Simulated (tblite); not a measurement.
# C6H14N2Si: the cost of one run

The runs use tblite 0.8.0 and PySCF 2.14.0, with density-fitted response routines of our own; the level of theory stands in each step. All values are computed, except where a source is named. Atoms are numbered from 0 throughout.

## 1. Starting geometry

23 atoms, charge 0, multiplicity 1; geometry from: force field or distance geometry start.

Bonds of the start (Å): C0–C1 1.34, C1–Si2 1.87, Si2–N3 1.74, N3–C4 1.46, N3–C5 1.48, C5–C6 1.56, C6–C7 1.56, C7–N8 1.46, C6–C1 1.53, C0–H9 1.07, C0–H10 1.09, Si2–H11 1.48, Si2–H12 1.49, C4–H13 1.10, C4–H14 1.09, C4–H15 1.10, C5–H16 1.09, C5–H17 1.09, C6–H18 1.09, C7–H19 1.10, C7–H20 1.09, N8–H21 1.03, N8–H22 1.02.

## 2. Geometry optimisation with GFN2-xTB

The job: settings as JSON, then the geometry in Å.

```
{"job": {"kind": "relax", "xc": "GFN2-xTB", "basis": "xTB"}, "charge": 0, "multiplicity": 1}
C      0.988100     2.454800    -0.033000
C      0.343000     1.281800     0.034500
Si    -1.284500     0.936700     0.891600
N     -1.462800    -0.612200     0.130100
C     -2.754800    -1.228100    -0.157000
C     -0.535000    -0.782000    -1.005500
C      0.781400    -0.013100    -0.661000
C      1.716800    -0.896100     0.214400
N      3.020700    -0.280700     0.452000
H      1.901900     2.554300    -0.587800
H      0.595100     3.352100     0.447000
H     -1.179500     0.778000     2.355900
H     -2.371300     1.837400     0.410300
H     -3.276600    -0.690400    -0.964700
H     -2.634500    -2.261900    -0.472600
H     -3.401500    -1.237900     0.734100
H     -0.324800    -1.837200    -1.197400
H     -0.967600    -0.354100    -1.915000
H      1.295200     0.226500    -1.591700
H      1.253100    -1.130000     1.182900
H      1.880900    -1.848700    -0.295500
H      2.865200     0.621200     0.916900
H      3.546900    -0.843600     1.121600
```

Run with:

```sh
> OMP_NUM_THREADS=1 python probes_run.py task.json out
```

The driver reads the jobs from task.json and runs them one after another.

Q: Estimate the wall time of this first job on 1 thread of Arm Neoverse N1, shared host.

About 1.1 s.
